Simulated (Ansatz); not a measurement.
# MgS: the cost of one run

Computed with Ansatz 0.2.0 (DFT PBE+D3(BJ), scalar-relativistic, plane waves, PAW, unless a step's input says otherwise).

## Step 1: The structure to begin with

It takes space group P4/nmm (No. 129, tetragonal). The conventional cell has a = 3.558 Å, b = 3.558 Å, c = 31.360 Å, α = 90.00°, β = 90.00°, γ = 90.00°. Around Mg (site symmetry 4mm) lie 5 S at 2.54 to 2.55 Å. Around S (site symmetry 4mm) lie 5 Mg at 2.54 to 2.55 Å.

Structure file:

```xyz
4
Lattice="3.5578 0.0000 0.0000 0.0000 3.5578 0.0000 0.0000 0.0000 31.3600" Properties=species:S:1:pos:R:3 pbc="T T F"
Mg    0.0000    0.0000    7.8868
Mg    1.7789    1.7789   10.1132
S     1.7789    1.7789    7.5627
S     0.0000    0.0000   10.4373
```

It is the end of an earlier relaxation with the same method, from a generated guess; it needn't be the stable form of this composition. At a tolerance of 0.02 Å it has layer group p4/nmm (No. 64); it has 3.16 Å²/atom, an uncorrected energy of -1.30 eV/atom over the elements.

Only a and b are periodic; c spans vacuum, so the box's volume, pressure and space group aren't properties of the sheet.

## Step 2: Bands, states and charges

Contents of input.yaml:

```yaml
crystal:
  lattice:
    - [3.5577909327, 0.0, 0.0]
    - [0.0, 3.5577909327, 0.0]
    - [0.0, 0.0, 31.36]
  atoms:
    - { symbol: Mg, position: [0.0, 0.0, 0.2514935758] }
    - { symbol: Mg, position: [0.5, 0.5, 0.322486016] }
    - { symbol: S, position: [0.5, 0.5, 0.241156771] }
    - { symbol: S, position: [0.0, 0.0, 0.3328228208] }
  periodic: [true, true, false]
basis:
  ecutwfc: 420
kpoints:
  mp_grid: { grid: [6, 6, 1] }
  band_path:
    path: [[0.0, 0.0, 0.0], [0.0, 0.5, 0.0], [0.5, 0.5, 0.0], [0.0, 0.0, 0.0]]
    npoints: 14
hamiltonian:
  xc: pbe
  dispersion: d3bj
scf:
  occupations: { method: gaussian, width: 0.02 }
  n_extra_bands: 10
output:
  forces: true
  stress: true
  eigenvalues: true
  populations: true
  dos: { projected: true, de: 0.02, nscf_kmesh: { grid: [9, 9, 1] } }
  bader: true
  write_density: true
  write_potential: true
  elf: true
  volumetric_format: npy
```

Started as:

```console
ansatz run input.yaml --threads 1 --pin off --max-ram 2560MiB --backend cpu --events-out ev --progress --plain --runs-dir out
```

**Question.** How long does this run take on 1 thread of Arm Neoverse V2, shared host, and how much memory does it need?

About 61 s, with a peak of 0.55 GiB.
